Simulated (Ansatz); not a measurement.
**MnCo (Pm-3m): all-electron equation of state from a Python script**

The task is an all-electron equation of state, for MnCo (Pm-3m).

Program: the Python package of Ansatz 0.2.0. Level of theory: DFT PBEsol, all-electron LAPW. These are calculated values, not measurements.

## (1) The structure

The structure is cubic, space group Pm-3m (No. 221). Conventional cell: a = 2.854 Å, b = 2.854 Å, c = 2.854 Å, α = 90.00°, β = 90.00°, γ = 90.00°. Around Mn (site symmetry m-3m) lie 8 Co at 2.47 Å. Around Co (site symmetry m-3m) lie 8 Mn at 2.47 Å.

The script holds or builds the structure itself.

## (2) The code

run_eos_lapw.py reads:

```python
# -*- coding: utf-8 -*-
import ansatz as az
from ase.eos import EquationOfState
from ase.units import GPa
import numpy as np

OCCUPATIONS = "Methfessel-Paxton"
EXTRA_BANDS = 16
XC = "PBEsol"
KMESH = (8, 8, 8)

VECTORS = np.array([
    [2.8536, 0.0, 0.0],
    [0.0, 2.8536, 0.0],
    [0.0, 0.0, 2.8536],
])
SITES = [
    ("Mn", [0.0, 0.0, 0.0], 2.8),
    ("Co", [0.5, 0.5, 0.5], -1.8),
]


def crystal_on(cell):
    crystal = az.Crystal(lattice=az.Lattice.of(cell))
    for symbol, position, moment in SITES:
        crystal = crystal.atom(symbol, position, moment=moment or None)
    return crystal

volumes, energies = [], []
for scale in np.linspace(0.92, 1.08, 5):
    cell = VECTORS * scale ** (1 / 3)
    job = (
        crystal_on(cell).calculation()
        .occupations(OCCUPATIONS)
        .scf(extra_bands=EXTRA_BANDS)
        .spin(az.SpinTreatment.COLLINEAR)
        .functional(XC)
        .kpoints(*KMESH)
        .pseudopotentials("all_electron", lapw=True, relativity="none")
    )
    data = job.run(threads=1, pin="off").report
    volumes.append(abs(np.linalg.det(cell)) / len(SITES))
    energies.append(data["free_energy_ev"] / len(SITES))
    print(f"{scale:.3f} {volumes[-1]:9.4f} A^3/atom {energies[-1]:16.5f} eV/atom  (estimated basis error {1000 * data['lapw_basis_errors']['total_ev_per_atom']:.2f} meV/atom)")
v0, e0, bulk = EquationOfState(volumes, energies, eos="birchmurnaghan").fit()
print(f"V0 = {v0:.4f} A^3/atom, B0 = {bulk / GPa:.1f} GPa")
```

## (3) The input behind the calls

The package turns the script's settings into the engine's input (first run):

```yaml
crystal:
  lattice:
    - [2.7753794744981275, 0.0, 0.0]
    - [0.0, 2.7753794744981275, 0.0]
    - [0.0, 0.0, 2.7753794744981275]
  atoms:
    - { symbol: Mn, position: [0.0, 0.0, 0.0], spin: 2.8 }
    - { symbol: Co, position: [0.5, 0.5, 0.5], spin: -1.8 }
kpoints:
  mp_grid:
    grid: [8, 8, 8]
hamiltonian:
  xc: pbesol
  pseudopotentials:
    kind: all_electron
    relativity: none
    lapw: {}
magnetization:
  spin_polarized: true
scf:
  n_extra_bands: 16
  occupations:
    method: methfessel_paxton
```

## (4) The run

Command:

```
$ python run_eos_lapw.py
```

Output:

```text
RunWarning: the starting moments were not kept: 1 of 2 ended reversed and 1 kept their direction, counting a site from 0.1 μB. The largest reversed, site 1 (counted from 0, in the order of the report's site_moments_mub), started with -1.8 μB and closes at +1.3e0 μB in its sphere. The SCF closed on another magnetic arrangement than the starting moments describe; that does not show which of the two is lower. To try another start: change the starting moments (crystal.atoms[].spin, magnetization.per_species, magnetization.initial_magnetization, or on a non-collinear deck that types none of these the spinor_matrix: blocks that start its atoms; where the total moment is fixed, keep their sum and [...]
0.920   10.6890 A^3/atom     -34440.31523 eV/atom  (estimated basis error 0.07 meV/atom)
0.960   11.1537 A^3/atom     -34440.33643 eV/atom  (estimated basis error 0.07 meV/atom)
1.000   11.6185 A^3/atom     -34440.33180 eV/atom  (estimated basis error 0.06 meV/atom)
1.040   12.0832 A^3/atom     -34440.30548 eV/atom  (estimated basis error 0.06 meV/atom)
1.080   12.5480 A^3/atom     -34440.26207 eV/atom  (estimated basis error 0.07 meV/atom)
V0 = 11.2888 A^3/atom, B0 = 205.4 GPa
```

(Warnings from the package without file and line, shortened, repeats left out.)

Run time: 65 s. Hardware: 1 thread of AMD EPYC 9R45 (Zen 5), shared host; peak memory 0.6 GiB.

## (5) What changed from run to run

The engine's inputs for some of the other runs:

Run 3, against run 1:

```diff
@@ -3,3 +3,3 @@
-    - [2.7753794744981275, 0.0, 0.0]
-    - [0.0, 2.7753794744981275, 0.0]
-    - [0.0, 0.0, 2.7753794744981275]
+    - [2.8536, 0.0, 0.0]
+    - [0.0, 2.8536, 0.0]
+    - [0.0, 0.0, 2.8536]
```

Run 4, against run 1:

```diff
@@ -3,3 +3,3 @@
-    - [2.7753794744981275, 0.0, 0.0]
-    - [0.0, 2.7753794744981275, 0.0]
-    - [0.0, 0.0, 2.7753794744981275]
+    - [2.891151674741258, 0.0, 0.0]
+    - [0.0, 2.891151674741258, 0.0]
+    - [0.0, 0.0, 2.891151674741258]
```

Run 5, against run 1:

```diff
@@ -3,3 +3,3 @@
-    - [2.7753794744981275, 0.0, 0.0]
-    - [0.0, 2.7753794744981275, 0.0]
-    - [0.0, 0.0, 2.7753794744981275]
+    - [2.9277524168619737, 0.0, 0.0]
+    - [0.0, 2.9277524168619737, 0.0]
+    - [0.0, 0.0, 2.9277524168619737]
```

Lines on the test bed's own set-up are left out of the output.

A comment line of the script is reworded here; the code is as run.

## (6) The runs side by side

One row for each of the 5 runs:

| run | volume (Å³/atom) | energy from run 2 (meV/atom) | moment (μB/cell) | SCF cycles | CPU time (s) |
| --- | --- | --- | --- | --- | --- |
| 1 | 10.689 | 21.19 | 3.94 | 13 | 12 |
| 2 | 11.154 | 0.00 | 3.99 | 16 | 14 |
| 3 | 11.618 | 4.63 | 4.05 | 14 | 12 |
| 4 | 12.083 | 30.95 | 4.08 | 15 | 13 |
| 5 | 12.548 | 74.36 | 4.11 | 14 | 13 |

Energies are free energies F = E - TS of the smeared occupations. 

## (7) Summary of results

| quantity | value |
| --- | --- |
| runs compared | 5 |
| range of energy | 74.36 meV/atom |
| lowest point, volume (Å³/atom) | 11.154 |
| equilibrium volume (fit) | 11.29 Å³/atom |
| bulk modulus (fit) | 205 GPa |

**Reading.** A third-order Birch-Murnaghan fit through the 5 points has its minimum at 11.29 Å³ an atom, 2.8 % below the typed cell, with a bulk modulus of 205 GPa. From that minimum the energy rises by 22.3 meV an atom on the compressed side and 75.5 meV on the expanded side. The SCF didn't keep the moments it started from (some shrank, vanished or turned); what is printed is the state reached. For a metal this k-point mesh is coarse: on a finer one energies can move by several to tens of meV an atom and pressures by half a GPa or more, differences at one mesh by less. The structure comes from a database of computed cells and needn't be a stable or known phase. The starting moments were not kept in at least one run, so it stands on a weaker or other magnetic state than the one typed.
